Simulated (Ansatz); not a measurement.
# C2H8BNO2: the cost of one run

All numbers below are computed with Ansatz 0.2.0 (RKS B3LYP-D4/def2-SVP).

## Step 1: The structure to begin with

Bond lengths: C1–C2 1.518 Å, C2–O3 1.411 Å, C2–B4 1.639 Å, B4–N5 1.483 Å, B4–O6 1.499 Å, C1–H7 1.155 Å, C1–H8 1.115 Å, C1–H9 1.078 Å, C2–H10 1.123 Å, O3–H11 1.010 Å, N5–H12 1.026 Å, N5–H13 1.081 Å, O6–H14 1.000 Å. Angles (14 of 20 angles, heavy atoms first): C1–C2–O3 110.0°, C1–C2–B4 113.0°, O3–C2–B4 110.5°, C2–B4–N5 121.8°, C2–B4–O6 116.7°, N5–B4–O6 121.3°, C1–C2–H10 108.0°, O3–C2–H10 110.1°, B4–C2–H10 105.2°, C2–C1–H7 106.9°, C2–C1–H8 111.2°, C2–C1–H9 109.7°, C2–O3–H11 106.8°, B4–N5–H12 108.8°.

Coordinates:

```xyz
14

C    -0.6429   -1.2652   -0.4916
C     0.0209   -0.4870    0.6307
O    -0.8604   -0.3756    1.7268
B     0.5415    0.9946    0.1614
N     1.5426    1.1655   -0.9196
O    -0.1314    2.1759    0.7922
H    -1.5803   -0.6676   -0.8062
H     0.0160   -1.3174   -1.3897
H    -0.9833   -2.2183   -0.1212
H     0.9485   -1.0416    0.9368
H    -0.8545   -1.2690    2.1975
H     1.8860    0.2402   -1.2013
H     1.0299    1.6546   -1.7366
H    -0.9456    2.3817    0.2496
```

## Step 2: End point A

File input.yaml:

```yaml
crystal:
  periodic: [false, false, false]
  atoms:
    - { symbol: C, position_ang: [-0.6429, -1.2652, -0.4916] }
    - { symbol: C, position_ang: [0.0209, -0.487, 0.6307] }
    - { symbol: O, position_ang: [-0.8604, -0.3756, 1.7268] }
    - { symbol: B, position_ang: [0.5415, 0.9946, 0.1614] }
    - { symbol: "N", position_ang: [1.5426, 1.1655, -0.9196] }
    - { symbol: O, position_ang: [-0.1314, 2.1759, 0.7922] }
    - { symbol: H, position_ang: [-1.5803, -0.6676, -0.8062] }
    - { symbol: H, position_ang: [0.016, -1.3174, -1.3897] }
    - { symbol: H, position_ang: [-0.9833, -2.2183, -0.1212] }
    - { symbol: H, position_ang: [0.9485, -1.0416, 0.9368] }
    - { symbol: H, position_ang: [-0.8545, -1.269, 2.1975] }
    - { symbol: H, position_ang: [1.886, 0.2402, -1.2013] }
    - { symbol: H, position_ang: [1.0299, 1.6546, -1.7366] }
    - { symbol: H, position_ang: [-0.9456, 2.3817, 0.2496] }
basis:
  gaussian: { orbitals: def2-SVP }
hamiltonian:
  xc: b3lyp
  dispersion: d4
relax:
  f_tol: 0.015
  max_steps: 40
output:
  orbitals: {}
```

Command:

```bash
> ansatz run input.yaml --threads 2 --pin off --max-ram 3072MiB --backend cpu --events-out ev --progress --plain --runs-dir out
```

**Question.** How long does this run take on 2 threads of Arm Neoverse N1, shared host, and how much memory does it need?

About 95 s, with a peak of 0.31 GiB.
